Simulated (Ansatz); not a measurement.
# SrTiO3: the cost of one run

Method: DFT PBE, scalar-relativistic, plane waves, PAW, in Ansatz 0.2.0.

1 further run of the same task is left out (set aside as unsound or not needed).

## Step 1: The structure to begin with

It takes space group Pm-3m (No. 221, cubic). The conventional cell has a = 3.936 Å, b = 3.936 Å, c = 3.936 Å, α = 90.00°, β = 90.00°, γ = 90.00°. Around Sr (site symmetry m-3m) lie 12 O at 2.78 Å. Ti (site symmetry m-3m) is surrounded by 6 O at 1.97 Å. Around O (site symmetry 4/mmm) lie 2 Ti at 1.97 Å and 4 Sr at 2.78 Å.

Structure file:

```
Sr Ti O
1.0
     3.93640    0.00000    0.00000
     0.00000    3.93640    0.00000
     0.00000    0.00000    3.93640
Sr Ti O
1 1 3
Direct
  0.50000 0.50000 0.50000
  0.00000 0.00000 0.00000
  0.50000 0.00000 0.00000
  0.00000 0.50000 0.00000
  0.00000 0.00000 0.50000
```

This cell was relaxed beforehand with the same method: volume 12.20 Å³/atom, gap on the mesh 1.84 eV.

## Step 2: Bands, states and charges

The input, input.yaml:

```yaml
crystal:
  lattice:
    - [3.936404118, 0.0, 0.0]
    - [0.0, 3.936404118, 0.0]
    - [0.0, 0.0, 3.936404118]
  atoms:
    - { symbol: Sr, position: [0.5, 0.5, 0.5] }
    - { symbol: Ti, position: [0.0, 0.0, 0.0] }
    - { symbol: O, position: [0.5, 0.0, 0.0] }
    - { symbol: O, position: [0.0, 0.5, 0.0] }
    - { symbol: O, position: [0.0, 0.0, 0.5] }
basis:
  ecutwfc: 420
kpoints:
  mp_grid: { grid: [8, 8, 8] }
  band_path:
    path:
      - [[0.0, 0.0, 0.0], [0.0, 0.5, 0.0], [0.5, 0.5, 0.0], [0.0, 0.0, 0.0], [0.5, 0.5, 0.5], [0.0, 0.5, 0.0]]
      - [[0.5, 0.5, 0.5], [0.5, 0.5, 0.0]]
    npoints: 14
hamiltonian:
  xc: pbe
scf:
  occupations: { method: gaussian, width: 0.02 }
  n_extra_bands: 12
output:
  forces: true
  stress: true
  eigenvalues: true
  populations: true
  dos: { projected: true, de: 0.02, nscf_kmesh: { grid: [12, 12, 12] } }
  bader: true
  write_density: true
  write_potential: true
  elf: true
  volumetric_format: npy
```

Launch:

```bash
> ansatz run input.yaml --threads 2 --pin off --max-ram 5120MiB --backend cpu --events-out ev --progress --plain --runs-dir out
```

What time and memory should one allow on 2 threads of Intel Xeon at 2.50GHz (Skylake/Cascade Lake), shared host?

About 51 s, with a peak of 0.41 GiB.
